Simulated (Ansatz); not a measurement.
# C10H2: the cost of one run

Program: Ansatz 0.2.0. Level of theory: the levels named in each step. These are calculated values, not measurements.

## (1) The system as given

Bond lengths: C1–C2 1.208 Å, C2–C3 1.346 Å, C3–C4 1.222 Å, C4–C5 1.334 Å, C5–C6 1.225 Å, C6–C7 1.334 Å, C7–C8 1.222 Å, C8–C9 1.346 Å, C9–C10 1.208 Å, C1–H11 1.048 Å, C10–H12 1.048 Å. Angles: C1–C2–C3 180.0°, C2–C1–H11 180.0°, C2–C3–C4 180.0°, C3–C4–C5 180.0°, C4–C5–C6 180.0°, C5–C6–C7 180.0°, C6–C7–C8 180.0°, C7–C8–C9 180.0°, C8–C9–C10 180.0°, C9–C10–H12 180.0°.

Structure file:

```xyz
12

C     0.0000    0.0000   -5.7229
C     0.0000    0.0000   -4.5146
C     0.0000    0.0000   -3.1684
C     0.0000    0.0000   -1.9465
C     0.0000    0.0000   -0.6122
C     0.0000    0.0000    0.6125
C     0.0000    0.0000    1.9467
C     0.0000    0.0000    3.1685
C     0.0000    0.0000    4.5145
C     0.0000    0.0000    5.7227
H     0.0000    0.0000   -6.7711
H     0.0000    0.0000    6.7708
```

## (2) A rough first relaxation, PBE-D4/def2-SVP

input.yaml

```yaml
crystal:
  periodic: [false, false, false]
  atoms:
    - { symbol: C, position_ang: [0.0, 0.0, -5.72288] }
    - { symbol: C, position_ang: [0.0, 0.0, -4.51462] }
    - { symbol: C, position_ang: [0.0, 0.0, -3.16841] }
    - { symbol: C, position_ang: [0.0, 0.0, -1.94652] }
    - { symbol: C, position_ang: [0.0, 0.0, -0.61222] }
    - { symbol: C, position_ang: [0.0, 0.0, 0.61247] }
    - { symbol: C, position_ang: [0.0, 0.0, 1.94672] }
    - { symbol: C, position_ang: [0.0, 0.0, 3.16851] }
    - { symbol: C, position_ang: [0.0, 0.0, 4.51451] }
    - { symbol: C, position_ang: [0.0, 0.0, 5.72273] }
    - { symbol: H, position_ang: [0.0, 0.0, -6.7711] }
    - { symbol: H, position_ang: [0.0, 0.0, 6.7708] }
basis:
  gaussian: { orbitals: def2-SVP }
hamiltonian:
  xc: pbe
  dispersion: d4
relax:
  f_tol: 0.03
  max_steps: 200
```

Launch:

```bash
ansatz run input.yaml --threads 4 --pin off --max-ram 10240MiB --backend cpu --events-out ev --progress --plain --runs-dir out
```

Q: Estimate wall time and peak memory on 4 threads of Arm Neoverse N1, shared host.

About 11 s, with a peak of 0.19 GiB.
